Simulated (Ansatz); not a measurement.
## C2H5FSn, SMILES C=[CH][SnH2][F]: a rigid torsion scan, step by step

Computed with Ansatz 0.2.0 through its Python package.

The cells in order, each with its output:

**Cell 1**
```python
import warnings

import ansatz as az
from ase import Atoms
```

**Cell 2**
```python
warnings.simplefilter("ignore", az.DeckWarning)

atoms = Atoms(["C", "C", "Sn", "F", "H", "H", "H", "H", "H"], positions=[
    [-1.1413, 1.0796, -0.2462],
    [-0.8769, -0.1651, -0.1293],
    [1.0972, -0.7451, 0.2425],
    [2.3445, -0.1219, -1.1953],
    [-2.2143, 1.4088, -0.4724],
    [-0.4278, 1.9074, -0.1699],
    [-1.6139, -0.9217, -0.2153],
    [1.7011, -0.0138, 1.7559],
    [1.2199, -2.4744, 0.4128],
])

# relax first, so that the scan starts from a minimum
first = az.Crystal.molecule_from_ase(atoms).calculation()
first = first.basis(gaussian="def2-SVP")
first = first.functional("pbe0")
first = first.relax(force_tolerance=0.02, max_steps=80)
atoms.positions = first.run(threads=1).report["positions_ang"]

start = atoms.get_dihedral(2, 1, 0, 4)
energies = {}
for turn in range(0, 360, 40):
    turned = atoms.copy()
    turned.set_dihedral(2, 1, 0, 4, start + turn, indices=[0, 4, 5])
    setup = az.Crystal.molecule_from_ase(turned).calculation().basis(gaussian="def2-SVP").functional("pbe0")
    energies[round((start + turn) % 360)] = setup.run(threads=1).report["free_energy_ev"]
floor = min(energies.values())
print("dihedral Sn2-C1-C0-H4 (deg)   E - E(min) (kJ/mol)")
for angle, e in sorted(energies.items()):
    print(f"{angle:8d} {96.485332 * (e - floor):14.3f}  " + "#" * int(30 * (e - floor) / max(max(energies.values()) - floor, 1e-9)))
```
Output:
```text
dihedral Sn2-C1-C0-H4 (deg)   E - E(min) (kJ/mol)
      20         19.411  #
      60        169.573  #################
     100        292.549  #############################
     140         75.538  #######
     180          0.000
     220         76.498  #######
     260        294.684  ##############################
     300        168.037  #################
     340         19.009  #
```

Caveats:
- The scan is rigid and the energies are electronic, in a modest basis. With rigid groups the curve can differ much from the relaxed path, the start wasn't checked as a minimum of this torsion, and equivalent turns needn't return to the same energy.
- def2 sets replace the cores of elements past krypton by effective core potentials.
- Finished in 82 s on 1 thread of Arm Neoverse V2 (shared host), peak memory 0.27 GiB.

(Lines on the test bed's own set-up are left out of the output.)
